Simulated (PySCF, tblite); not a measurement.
# C13H7NS: excited states

Aim: compute the excited states of C13H7NS (`[C-]#[N+]c1cc2c(c(-c3cccs3)c1)C=C2`).

Programs: tblite 0.8.0 and PySCF 2.14.0, with routines of our own; each step states its level. All values are computed. Atoms count from 0.

## 1. The system as given

22 atoms, charge 0, multiplicity 1; geometry from: force field or distance geometry start.

## 2. Relaxing the molecule with GFN2-xTB

The job: settings as JSON, then the geometry in Å.

```
{"job": {"kind": "relax", "xc": "GFN2-xTB", "basis": "xTB"}, "charge": 0, "multiplicity": 1}
C     -4.055300     2.789100     1.021800
N     -3.322600     1.987400     0.652900
C     -2.400300     1.007900     0.253700
C     -2.810200    -0.127800    -0.422700
C     -1.889800    -1.079900    -0.802100
C     -0.553900    -0.901500    -0.555200
C     -0.157500     0.242400     0.103400
C      1.259800     0.444700     0.389700
C      2.355400    -0.317800     0.113500
C      3.553900     0.123400     0.498500
C      3.652400     1.314500     1.144500
S      1.974800     1.878500     1.249200
C     -1.071700     1.194400     0.520000
C     -0.209900    -2.164800    -1.193600
C     -1.522200    -2.338700    -1.444900
H     -3.886500    -0.251000    -0.594300
H      2.227200    -1.287000    -0.423600
H      4.487700    -0.470900     0.289600
H      4.551600     1.791400     1.514000
H     -0.714900     2.088200     1.038100
H      0.634500    -2.774900    -1.415500
H     -2.113100    -3.128200    -1.938100
```

Launch:

```bash
$ OMP_NUM_THREADS=1 python excited_run.py task.json out
```

One launch serves the whole session: the jobs run in the order shown.

Standard output:

```text
step      E/eV     max force
  0   -1016.48960    4.920
  1   -1016.88769    6.173
  2   -1017.18284    4.096
  3   -1017.32235    1.362
  4   -1017.39365    0.694
  5   -1017.44743    0.491
  6   -1017.47008    0.404
  7   -1017.48608    0.305
  8   -1017.49951    0.351
  9   -1017.50759    0.271
 10   -1017.51171    0.137
 11   -1017.51389    0.116
 12   -1017.51568    0.111
 13   -1017.51729    0.109
 14   -1017.51845    0.115
 15   -1017.51942    0.119
 16   -1017.52044    0.114
 17   -1017.52153    0.097
 18   -1017.52249    0.075
 19   -1017.52318    0.069
 20   -1017.52373    0.072
 21   -1017.52431    0.067
 22   -1017.52500    0.070
 23   -1017.52572    0.067
 24   -1017.52634    0.078
 25   -1017.52682    0.063
 26   -1017.52727    0.056
 27   -1017.52779    0.067
 28   -1017.52837    0.074
 29   -1017.52890    0.060
 30   -1017.52925    0.047
 31   -1017.52948    0.045
 32   -1017.52969    0.044
 33   -1017.52996    0.041
 34   -1017.53026    0.056
 35   -1017.53055    0.045
 36   -1017.53074    0.024
 37   -1017.53085    0.022
 38   -1017.53091    0.022
 39   -1017.53097    0.023
 40   -1017.53106    0.026
 41   -1017.53118    0.029
 42   -1017.53129    0.024
 43   -1017.53137    0.025
 44   -1017.53144    0.025
 45   -1017.53150    0.023
 46   -1017.53158    0.022
 47   -1017.53164    0.016
 48   -1017.53168    0.011
 49   -1017.53170    0.008
```

Wall time 1 s (1 thread of Arm Neoverse N1, shared host); peak memory 0.18 GiB.

The steps of the relaxation: (not every step is listed)

```
step  energy from step 0 (eV)  largest force (eV/Å)
   0                   0.0000                4.9199
   1                  -0.3981                6.1735
   2                  -0.6932                4.0960
   3                  -0.8328                1.3619
   4                  -0.9040                0.6943
   5                  -0.9578                0.4907
   6                  -0.9805                0.4041
   7                  -0.9965                0.3053
   8                  -1.0099                0.3509
  11                  -1.0243                0.1159
  14                  -1.0289                0.1149
  17                  -1.0319                0.0973
  20                  -1.0341                0.0718
  23                  -1.0361                0.0666
  26                  -1.0377                0.0559
  29                  -1.0393                0.0595
  32                  -1.0401                0.0439
  35                  -1.0409                0.0447
  38                  -1.0413                0.0221
  41                  -1.0416                0.0287
  44                  -1.0418                0.0248
  45                  -1.0419                0.0233
  46                  -1.0420                0.0218
  47                  -1.0420                0.0161
  48                  -1.0421                0.0108
  49                  -1.0421                0.0082
```

Close pairs (by a distance rule), those that changed most:

```
   bond  before (Å)  after (Å)  change (Å)
 C7–S11       1.818      1.741      -0.077
  C8–C9       1.334      1.407      +0.073
C10–S11       1.773      1.715      -0.058
  C4–C5       1.370      1.427      +0.057
 C9–H17       1.126      1.075      -0.051
  C2–C3       1.384      1.434      +0.050
 C6–C12       1.384      1.431      +0.047
 C5–C13       1.457      1.502      +0.045
```

The final coordinates are the input of the step that follows.

## 3. Harmonic vibrations with GFN2-xTB

The job: settings as JSON, then the geometry in Å.

```
{"job": {"kind": "ir", "xc": "GFN2-xTB", "basis": "xTB"}, "charge": 0, "multiplicity": 1}
C     -4.009359     2.762363     1.002776
N     -3.235870     1.956274     0.662180
C     -2.353160     1.005241     0.257026
C     -2.873670    -0.144103    -0.424366
C     -1.936365    -1.037449    -0.792834
C     -0.542389    -0.872251    -0.536044
C     -0.031337     0.216076     0.111400
C      1.369076     0.425501     0.393934
C      2.424709    -0.390656     0.082515
C      3.666492     0.118373     0.505993
C      3.552564     1.316355     1.136992
S      1.925592     1.849925     1.226323
C     -1.015384     1.175431     0.509263
C     -0.305745    -2.190072    -1.216757
C     -1.617825    -2.348922    -1.460587
H     -3.933437    -0.236855    -0.602013
H      2.312861    -1.325895    -0.433537
H      4.603489    -0.385529     0.348993
H      4.327162     1.926015     1.557933
H     -0.688869     2.065213     1.027833
H      0.573239    -2.769325    -1.422723
H     -2.222182    -3.096324    -1.935147
```

Standard output:

```text
mode    cm-1     km/mol
  1      17.7      0.02
  2      81.0      0.00
  3      91.2      0.96
  4     110.4      2.03
  5     156.0      2.09
  6     214.6      0.15
  7     245.8      4.69
  8     261.9      0.43
  9     262.5      0.19
 10     321.3      0.06
 11     359.9      0.41
 12     406.9      0.41
 13     431.8      0.33
 14     441.5      0.98
 15     511.6      0.78
 16     521.2      0.01
 17     582.6      0.45
 18     597.1      4.33
 19     599.4      0.05
 20     681.0      1.67
 21     694.6      0.60
 22     733.9      5.50
 23     739.0     15.05
 24     781.0      5.61
 25     790.0      7.96
 26     807.8     10.59
 27     825.8     17.15
 28     834.4     28.13
 29     849.1      0.42
 30     853.5     16.95
 31     864.4      0.64
 32     870.7      0.71
 33     939.3      1.91
 34    1001.0      0.64
 35    1044.5      0.34
 36    1069.6      3.50
 37    1080.5      2.76
 38    1091.2      1.74
 39    1141.8      2.31
 40    1163.1      0.91
 41    1179.1      3.73
 42    1210.2      0.06
 43    1254.8      6.42
 44    1315.6      3.45
 45    1366.6      6.55
 46    1388.8     11.62
 47    1449.3     40.73
 48    1492.0      2.97
 49    1547.1      5.82
 50    1564.8      2.22
 51    1620.6      4.82
 52    1695.1     11.63
 53    2195.1      0.75
 54    3089.9     15.27
 55    3101.3     17.81
 56    3127.9     21.17
 57    3137.2     13.70
 58    3150.1     14.32
 59    3158.2     42.13
 60    3164.9      7.16
```

Run time: 2.8 s. Hardware: 1 thread of Arm Neoverse N1, shared host; peak memory 0.18 GiB.

Which atoms move in the most intense modes:

```
cm⁻¹  km/mol                                atoms
 826    17.1           C7 18 %, C6 16 %, C13 12 %
 834    28.1         H19 46 %, H15 27 %, C12 13 %
 854    16.9         C10 40 %, S11 12 %, C13 11 %
1449    40.7  C9 33 %, C10 22 %, C7 21 %, C8 12 %
3090    15.3                             H19 92 %
3101    17.8                             H15 92 %
3128    21.2                             H17 86 %
3158    42.1                   H21 69 %, H20 22 %
```

## 4. Excited states: TDA PBE0/def2-SVP

The job, as its differences from that of step 3:

```diff
@@ -1,2 +1,2 @@
-{"job": {"kind": "ir", "xc": "GFN2-xTB", "basis": "xTB"}, "charge": 0, "multiplicity": 1}
+{"job": {"kind": "states", "xc": "PBE0", "basis": "def2-SVP", "tda": true, "soc": true, "nstates": 6, "ntriplets": 4, "nquad": 4}, "charge": 0, "multiplicity": 1}
 C     -4.009359     2.762363     1.002776
```

Level: TDA PBE0/def2-SVP excited states, vertical, gas phase, spin-orbit mean-field couplings.

Standard output:

```text
coarse grid: 21144 points
cycle   1  E = -950.9132886553  dE =  3.185e+00  |g| = 4.133e-01  |ddm| = 6.312e+00
cycle   2  E = -950.8925228511  dE =  2.077e-02  |g| = 5.058e-01  |ddm| = 1.267e+00
cycle   3  E = -950.9555775931  dE = -6.305e-02  |g| = 1.440e-01  |ddm| = 7.338e-01
cycle   4  E = -950.9603678781  dE = -4.790e-03  |g| = 6.157e-02  |ddm| = 2.220e-01
cycle   5  E = -950.9612019414  dE = -8.341e-04  |g| = 2.265e-02  |ddm| = 8.095e-02
cycle   6  E = -950.9613407157  dE = -1.388e-04  |g| = 5.283e-03  |ddm| = 3.360e-02
cycle   7  E = -950.9613476386  dE = -6.923e-06  |g| = 1.396e-03  |ddm| = 7.532e-03
final grid: 206048 points
cycle   8  E = -951.0797284418  dE = -3.753e-05  |g| = 9.337e-03  |ddm| = 5.305e-02
cycle   9  E = -951.0797080813  dE =  2.036e-05  |g| = 1.248e-02  |ddm| = 2.906e-02
cycle  10  E = -951.0797518620  dE = -4.378e-05  |g| = 2.117e-03  |ddm| = 1.915e-02
cycle  11  E = -951.0797531399  dE = -1.278e-06  |g| = 6.449e-04  |ddm| = 3.373e-03
cycle  12  E = -951.0797532462  dE = -1.063e-07  |g| = 1.597e-04  |ddm| = 8.323e-04
cycle  13  E = -951.0797532513  dE = -5.077e-09  |g| = 7.264e-05  |ddm| = 2.110e-04
cycle  14  E = -951.0797532524  dE = -1.119e-09  |g| = 2.059e-05  |ddm| = 7.477e-05
cycle  15  E = -951.0797532525  dE = -1.030e-10  |g| = 7.289e-06  |ddm| = 3.262e-05
converged SCF energy = -951.0797532525

Singlet excitations
state   eV       nm        f     d(h-e)  d(exc)  Lambda  PR(NTO)  |dmu|/D   mu/D   main configurations
  1   2.9124   425.7   0.02030   0.694   3.524   0.797   1.033    1.925    5.639   H->L 0.92
  2   3.4951   354.7   0.00425   1.098   4.251   0.623   1.526    2.902    6.211   H-1->L 0.76, H->L+1 0.21
  3   4.4089   281.2   0.28116   0.576   4.482   0.581   2.044    1.758    5.957   H->L+1 0.51, H-2->L 0.23, H-1->L 0.13
  4   4.5166   274.5   0.12454   3.309   5.127   0.356   1.342    9.271   11.949   H-2->L 0.75, H->L+1 0.11
  5   4.9226   251.9   0.31793   0.465   4.114   0.793   1.282                     H-1->L+1 0.82
  6   4.9546   250.2   0.07630   0.454   4.443   0.687   1.977                     H->L+2 0.55, H-3->L 0.38

Triplet excitations (Tamm-Dancoff)
state   eV     d(h-e)  d(exc)  Lambda  PR(NTO)   main configurations
  1   1.6552   0.276   3.146   0.794   1.082   H->L 0.89
  2   2.8306   0.605   3.603   0.651   1.729   H-1->L 0.52, H->L+1 0.36
  3   3.2993   1.113   3.878   0.701   1.272   H->L+1 0.37, H-1->L 0.30, H-1->L+1 0.23
  4   3.6227   0.789   3.582   0.761   1.293   H-1->L+1 0.56, H->L+1 0.18, H->L+2 0.09
S1 - T1 = 1.2571 eV

Spin-orbit couplings |<S|Hso|T>| (cm-1)
             T1       T2       T3       T4
S0        0.082    0.022    0.080    0.091
S1        0.002    0.039    0.027    0.013
S2        0.031    0.011    0.004    0.003
S3        0.017    0.010    0.018    0.022
S4        0.017    0.017    0.010    0.010
S5        0.007    0.034    0.017    0.008
S6        0.014    0.003    0.015    0.021
T1 sublevels (cm-1): 0.000 0.000 0.000   radiative rates (1/s): 1.45e-06 2.85e-08 1.74e-05
```

It took 3.3 min on 1 thread of Arm Neoverse N1, shared host; peak memory 1 GiB.

From this job:

```
  quantity    value
S1 less T1  1.26 eV
```

Orbitals, density, ELF and potential are computed afterwards from the orbital file.

Frontier orbitals at PBE0/def2-SVP, with the share of their density that lies nearest to each atom:

```
orbital  energy (eV)                                                        lies on
   HOMO        -6.11                      C5 19 %; C14 14 %; C2, C13 about 9 % each
   LUMO        -2.37  C14 19 %; C5, C13 about 15 % each; C2, C4, C12 about 8 % each
```

ELF in a plane through or near 22 of the atoms.

Ten even steps from ' ' (0.00) to '@' (1.00):
```
                                                        
                                                        
                                                        
                        ++%%++      %%@@##              
                      ..@@@@@@--::++@@@@@@==            
                ..++..  ##@@@@--%%::@@@@%%..            
        ::::    **@@@@::  ====::##..++++                
      ++@@@@**  ++@@@@**  ==@@##::##@@**                
      %%@@@@@@++**::**::  --::--%%==::**....::          
      ::##%%::--%%::%%++++++%%++++==%%--%%@@@@##        
          ==####::::====%%::----  ::====@@@@@@%%        
      ..**##..::++++%%**====%%::##--++##::----          
      %%@@@@##**##--..++  ::++==**--::++..              
      %%@@@@##--==--::##..##@@%%----%%--##==::          
        ++::    **%%@@##  ++@@##  --##**%%++**--        
                --****--    ##..  --****##**@@##..      
                                    ++%%@@@@@@%%        
                                    ==%%@@@@@@==        
                                      ..--::            
                                                        
```
The map spans 14.5 Å across and 12.2 Å up, centred on the molecule. Atoms in the plane (x, y in Å): C0 (3.5, -3.5), N1 (2.9, -2.5), C2 (2.2, -1.4), C3 (2.9, -0.1), C4 (2.1, 1.0), C5 (0.7, 0.9), C6 (0.0, -0.2), C7 (-1.4, -0.3), C8 (-2.4, 0.7), C9 (-3.7, 0.2), C10 (-3.8, -1.1), S11 (-2.3, -1.9), C12 (0.8, -1.4), C13 (0.7, 2.4), C14 (2.0, 2.5), H15 (4.0, -0.1), H16 (-2.1, 1.7), H17 (-4.5, 0.9), H18 (-4.7, -1.7), H19 (0.3, -2.4), H20 (-0.1, 3.2), H21 (2.8, 3.3).

log10 of the density (e/Å³) in the same plane.

Ten even steps from '0' (-4.0) to '9' (1.8):
```
0000000000000000000000000000
0000000000000000000000000000
0000000000001221122210000000
0000000000023443334432100000
0000000011234665566653100000
0000011123335677777653100000
0001233345544578777642100000
0013455466754577677643210000
0013576667754679787654320000
0013567977766776667766531000
0013467766787786567977531000
0013567866766677777655421000
0024677778765578777654320000
0023566668765576667775421000
0002333456654555457776532000
0000122344443343346797642000
0000000122221111235566542110
0000000000000000023454431000
0000000000000000002232210000
0000000000000000000011000000
```
The map spans 14.5 Å across and 12.2 Å up, centred on the molecule. Atoms in the plane (x, y in Å): C0 (3.5, -3.5), N1 (2.9, -2.5), C2 (2.2, -1.4), C3 (2.9, -0.1), C4 (2.1, 1.0), C5 (0.7, 0.9), C6 (0.0, -0.2), C7 (-1.4, -0.3), C8 (-2.4, 0.7), C9 (-3.7, 0.2), C10 (-3.8, -1.1), S11 (-2.3, -1.9), C12 (0.8, -1.4), C13 (0.7, 2.4), C14 (2.0, 2.5), H15 (4.0, -0.1), H16 (-2.1, 1.7), H17 (-4.5, 0.9), H18 (-4.7, -1.7), H19 (0.3, -2.4), H20 (-0.1, 3.2), H21 (2.8, 3.3).

On the surface of density 0.002 e/bohr³ the electrostatic potential runs, from the 1st to the 99th percentile, from -1.75 V near C0 to 1.41 V near H20.

## 5. What came out

```
                                                                  quantity                 value
                                 strongest single infrared mode (GFN2-xTB)  3158 cm⁻¹, 42 km/mol
                                              zero-point energy (GFN2-xTB)         94.8 kcal/mol
                                    S1 less T1 (step 4, TDA PBE0/def2-SVP)               1.26 eV
potential on the surface of density 0.002 e/bohr³, 1st and 99th percentile    -1.75 V and 1.41 V
```

What this shows: No mode is imaginary among the 60: a minimum at this level. The strongest single mode, at 3158 cm⁻¹, moves mainly H21. Unscaled tight-binding wavenumbers are off by several per cent, some by more. Its intensities can rank the bands wrongly. In step 4, the number of triplets below S1 is 2, and the largest singlet-triplet spin-orbit coupling is S0–T4, 0.09 cm⁻¹. By nearest atom (PBE0/def2-SVP), the HOMO sits on C5 19 %; C14 14 % and the LUMO on C14 19 %; C5, C13 about 15 % each.
